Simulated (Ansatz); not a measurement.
# SbAs: strong compression

An exercise on one series of results from a longer session: the logs are not shown, and one member is left open.

Program: Ansatz 0.2.0. Level of theory: DFT, PBEsol, PAW with Ansatz's default frozen-core files, scalar-relativistic. These are calculated values, not measurements.

3 further runs of the same task are left out: 1 that didn't finish, 2 set aside as unsound or not needed. Runs told in other sessions of the task aren't counted.

## The structure to begin with

The structure is cubic, space group F-43m (No. 216). Conventional cell: a = 6.202 Å, b = 6.202 Å, c = 6.202 Å, α = 90.00°, β = 90.00°, γ = 90.00°. Sb (site symmetry -43m) is surrounded by 4 As at 2.69 Å. As (site symmetry -43m) has 4 Sb at 2.69 Å in its first shell of neighbours.

As a file:

```xyz
2
Lattice="0.0000 3.1010 3.1010 3.1010 0.0000 3.1010 3.1010 3.1010 0.0000" Properties=species:S:1:pos:R:3 pbc="T T T"
Sb    0.0000    0.0000    0.0000
As    1.5505    1.5505    1.5505
```

Whether this phase is the stable one at these pressures isn't tested.

Atoms are numbered in the order of the input: Sb1, As2.

Set-up of the first run:

Contents of input.yaml:

```yaml
crystal:
  lattice:
    - [0.0, 3.1010058871, 3.1010058871]
    - [3.1010058871, 0.0, 3.1010058871]
    - [3.1010058871, 3.1010058871, 0.0]
  atoms:
    - { symbol: Sb, position: [0.0, 0.0, 0.0] }
    - { symbol: As, position: [0.25, 0.25, 0.25] }
kpoints:
  mp_grid: { grid: [12, 12, 12] }
scf:
  occupations: { method: fermi_dirac, width: 0.1 }
hamiltonian:
  xc: pbesol
  pseudopotentials: { kind: paw }
output:
  forces: true
  stress: true
  write_density: true
  write_potential: true
  elf: true
  volumetric_format: npy
relax:
  f_tol: 0.005
  max_steps: 40
  cell: {}
```

Launch:

```sh
> ansatz run input.yaml --threads 1 --pin off --max-ram 2048MiB --backend cpu --events-out ev --progress --plain --runs-dir out
```

Steps of the session up to this table: Cell relaxed at zero pressure, PAW; More of the same log: cell relaxed at zero pressure; Volume scaled by 1, PAW; Volume scaled by 0.95, PAW; Volume scaled by 0.85, PAW; Volume scaled by 0.75, PAW; Volume scaled by 0.65, PAW; Volume scaled by 0.55, PAW; Volume scaled by 0.45, PAW; Volume scaled by 0.4, PAW; Volume scaled by 0.4, PAW (cutoff 250 eV).

One table of the session follows, with a row left open; its other results are not shown here.

| method | volume over the first | volume (Å³/atom) | pressure (GPa) |
| --- | --- | --- | --- |
| PAW | 1 | 33.220 | 0.01 |
| PAW | 0.95 | ? | ? |
| PAW | 0.85 | 28.237 | 9.64 |
| PAW | 0.75 | 24.915 | 21.96 |
| PAW | 0.65 | 21.593 | 43.86 |
| PAW | 0.55 | 18.271 | 85.96 |
| PAW | 0.45 | 14.949 | 177.45 |
| PAW | 0.4 | 13.288 | 263.91 |
| PAW (cutoff 250 eV) | 0.4 | 13.288 | 272.72 |

**Question.** Estimate the row for PAW, 0.95.

As computed: volume (Å³/atom): 31.559; pressure (GPa): 2.44. In the column «volume (Å³/atom)» it lies between PAW, 0.85 (28.237) and PAW, 1 (33.220).

Caveats from the session: Warnings in the runs' records: cutoff below recommended.
